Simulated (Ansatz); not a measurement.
# RuC2: the cost of one run

Method: DFT PBE, scalar-relativistic, plane waves, PAW, in Ansatz 0.2.0.

## Step 1: The system as given

The structure is hexagonal, space group P6/mmm (No. 191). The conventional cell has a = 3.043 Å, b = 3.043 Å, c = 3.286 Å, α = 90.00°, β = 90.00°, γ = 120.00°. Ru (site symmetry 6/mmm) has 12 C at 2.41 Å as nearest neighbours. Around C (site symmetry -6m2) lie 3 C at 1.76 Å and 6 Ru at 2.41 Å.

Structure file:

```
Ru C
1.0
     3.04324    0.00000    0.00000
    -1.52162    2.63552    0.00000
     0.00000    0.00000    3.28589
Ru C
1 2
Direct
  0.00000 0.00000 0.00000
  0.33333 0.66667 0.50000
  0.66667 0.33333 0.50000
```

This is candidate A: AlB2 type (P6/mmm, No. 191).

(A quick probe on a coarse mesh, which set the mesh and smearing, is not shown.)

## Step 3: Coarse relaxation (candidate A)

input.yaml

```yaml
crystal:
  lattice:
    - [3.0432389411, 0.0, 0.0]
    - [-1.5216194705, 2.6355222328, 0.0]
    - [0.0, 0.0, 3.2858892221]
  atoms:
    - { symbol: Ru, position: [0.0, 0.0, 0.0] }
    - { symbol: C, position: [0.3333333333, 0.6666666667, 0.5] }
    - { symbol: C, position: [0.6666666667, 0.3333333333, 0.5] }
basis:
  ecutwfc: 420
kpoints:
  mp_grid: { grid: [6, 6, 6] }
hamiltonian:
  xc: pbe
scf:
  occupations: { method: gaussian, width: 0.1 }
  lower_state_search: "off"
output:
  forces: true
  stress: true
  eigenvalues: true
relax:
  adjacent_minimum: "off"
  f_tol: 0.04
  max_steps: 70
  cell: { stress_tol: 0.4 }
```

Started as:

```
$ ansatz run input.yaml --threads 1 --pin off --max-ram 2560MiB --backend cpu --events-out ev --progress --plain --runs-dir out
```

What time and memory should one allow on 1 thread of Arm Neoverse V1, shared host?

About 48 s, with a peak of 0.31 GiB.
